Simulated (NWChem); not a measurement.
# B3LYP/def2-TZVP (core potential) run of NaI (Sodium Iodide)

What is the vertical ionisation energy of NaI (Sodium Iodide) at B3LYP/def2-TZVP (core potential)? 

The calculation is run with NWChem 7.3.0.

4 further runs of the same task are left out: 4 set aside as unsound or not needed. Runs told in other sessions of the task aren't counted.

## Step 1: The system as given

NaI has 2 atoms, charge 0, and is taken as a singlet. SMILES: `[Na][I]`. The shape is that of a PBE0-D4/def2-TZVP optimisation.

Bond lengths: Na1–I2 2.715 Å.

## Step 2: Energy and forces at B3LYP/def2-TZVP (core potential)

geom.nw

```
start geom
title "INa B3LYP"
memory stack 880 mb heap 220 mb global 1100 mb
geometry units angstrom noautosym nocenter noautoz
   Na     0.000000     0.000000     0.044310
   I      0.000000     0.000000     2.758810
end
basis spherical bse
   * library def2-TZVP
end
ecp bse
   I library def2-TZVP
end
dft
   xc b3lyp
   grid xfine
   convergence energy 1e-08
   maxiter 100
   mulliken
   print low
end
task dft gradient
```

Run with:

```sh
$ nwchem geom.nw > geom.out
```

What it wrote:

```text
[...]
 d= 0,ls=0.0,diis     1   -460.1615493332 -5.14D+02  1.15D-02  2.23D-01     2.5
[...]
 d= 0,ls=0.0,diis     8   -460.1857140040  5.13D-10  3.00D-06  6.97D-08    14.1
         Total DFT energy =     -460.185714003996
      One electron energy =     -854.715968070444
           Coulomb energy =      377.756093396758
    Exchange-Corr. energy =      -36.835617733300
 Nuclear repulsion energy =       53.609778402990
[...]
      Total Density - Mulliken Population Analysis
     ---------------------------------------------
    Atom       Charge   Shell Charges
 -----------   ------   -------------------------------------------------------
    1 Na  11    10.39   2.00  0.66  1.33  0.23 -0.03  5.07  0.91  0.12  0.04  0.00  0.01  0.05
    2 I   25    25.61   0.19 -0.78  1.63  0.98  1.16  0.79 -0.49  6.44  1.44  2.73  1.51  9.17  0.81  0.03  0.00  0.00
[...]
                         DFT ENERGY GRADIENTS
    atom               coordinates                        gradient
                 x          y          z           x          y          z
   1 Na      0.000000   0.000000   0.083734   -0.000000  -0.000000   0.000647
   2 I       0.000000   0.000000   5.213395    0.000000   0.000000  -0.000647
 Task  times  cpu:       19.6s     wall:       19.6s
 Total times  cpu:       19.7s     wall:       19.7s
```

Wall time 20 s (1 thread of AMD EPYC 7B13 (Zen 3), shared host); peak memory 0.13 GiB.

## Step 3: The doublet cation: the energy at UB3LYP/def2-TZVP (core potential)

input.xyz

```xyz
2
INa energy
Na     0.000000     0.000000     0.044310
I      0.000000     0.000000     2.758810
```

run.py

```python
from ase.io import read
from ase.calculators.nwchem import NWChem

molecule = read('input.xyz')

calc = NWChem(
    label='input',
    theory='dft',
    memory='2200 mb',
    basis='def2-TZVP',
    basispar='spherical bse',
    charge=1,
    dft={'xc': 'b3lyp', 'mult': '2', 'grid': 'xfine', 'convergence': 'energy 1e-08', 'iterations': '100', 'mulliken': None},
    task='energy',
    **{'ecp bse': {'I library': 'def2-TZVP'}},
)
molecule.calc = calc

print("Total energy (eV):", round(molecule.get_potential_energy(), 6))
```

Run with:

```sh
$ export ASE_NWCHEM_COMMAND="nwchem PREFIX.nwi > PREFIX.nwo"
$ python run.py
```

What it wrote:

```text
Total energy (eV): -12514.027655
```

The calculator wrote input.nwi:

```
title "input"

permanent_dir input

scratch_dir input

start input

geometry units angstrom nocenter noautosym noautoz
  Na 0.0000000000000000e+00 0.0000000000000000e+00 4.4310000000000002e-02
  I  0.0000000000000000e+00 0.0000000000000000e+00 2.7588100000000000e+00
end

charge 1

memory 2200 mb

basis spherical bse noprint
   * library def2-TZVP
end

dft
  xc b3lyp
  mult 2
  grid xfine
  convergence energy 1e-08
  iterations 100
  mulliken
end
ecp bse
  I library def2-TZVP
end

task dft energy
```

input.nwo:

```text
Northwest Computational Chemistry Package (NWChem) 7.3.0
             --------------------------------------------------------

           Job information
           ---------------

    nwchem branch   = 7.3.0
    use scalapack   = T
    input           = input.nwi
    prefix          = input.
    data base       = input/input.db
    status          = startup
    nproc           =        1

           Memory information
           ------------------

    heap     =     72089600 doubles =      550.0 Mbytes
    stack    =     72089597 doubles =      550.0 Mbytes
    global   =    144179200 doubles =     1100.0 Mbytes (distinct from heap & stack)
    total    =    288358397 doubles =     2200.0 Mbytes
    verify   = yes
    hardfail = no

           Directory information
           ---------------------

  0 permanent = input
  0 scratch   = input

[... 70 lines left out ...]
  convergence criterion.
[... 17 lines left out ...]
          Convergence on gradient requested:  5.00D-04
[... 25 lines left out ...]
          Convergence aids based upon iterative change in
[... 30 lines left out ...]
 1-e energy   =    -828.524746
[... 48 lines left out ...]
         Total DFT energy =     -459.882037765227
[... 2 lines left out ...]
    Exchange-Corr. energy =      -36.605812858433
[... 614 lines left out ...]
                     DFT Final Beta Molecular Orbital Analysis
[... 678 lines left out ...]
   alpha     81     82
    beta     81     82
 overlap   1.000  1.000

     --------------------------
     Expectation value of S2:
     --------------------------
      <S2> =      0.7523 (Exact =     0.7500)

 center of mass
 --------------
 x =   0.00000000 y =   0.00000000 z =   4.42661980

 moments of inertia (a.u.)
 ------------------
         512.156051520506           0.000000000000           0.000000000000
           0.000000000000         512.156051520506           0.000000000000
           0.000000000000           0.000000000000           0.000000000000

     Multipole analysis of the density
     ---------------------------------

     L   x y z        total         alpha         beta         nuclear
     -   - - -        -----         -----         ----         -------
     0   0 0 0      1.000000    -18.000000    -17.000000     36.000000

     1   1 0 0     -0.000000     -0.000000     -0.000000      0.000000
[... 8 lines of this table left out ...]
     2   0 0 2    -13.173941   -360.096420   -332.641820    679.564299

 Task  times  cpu:       19.3s     wall:       19.3s
 Total times  cpu:       19.3s     wall:       19.3s
```

Wall time 21 s (1 thread of AMD EPYC 7B13 (Zen 3), shared host); peak memory 0.12 GiB.

## Step 4: What came out

Level: B3LYP/def2-TZVP (core potential).

```
                                          quantity          value
                         singlet NaI: total energy  -460.18571 Eh
             singlet NaI: largest force on an atom     0.033 eV/Å
                      doublet cation: total energy  -459.88204 Eh
doublet cation: HOMO energy (highest over α and β)      -12.67 eV
 doublet cation: LUMO energy (lowest over α and β)      -10.92 eV
                              doublet cation: ⟨S²⟩          0.752
vertical ionisation energy (to the doublet cation)       8.263 eV
```

**Reading.** The vertical ionisation energy comes to 8.26 eV (191 kcal/mol).
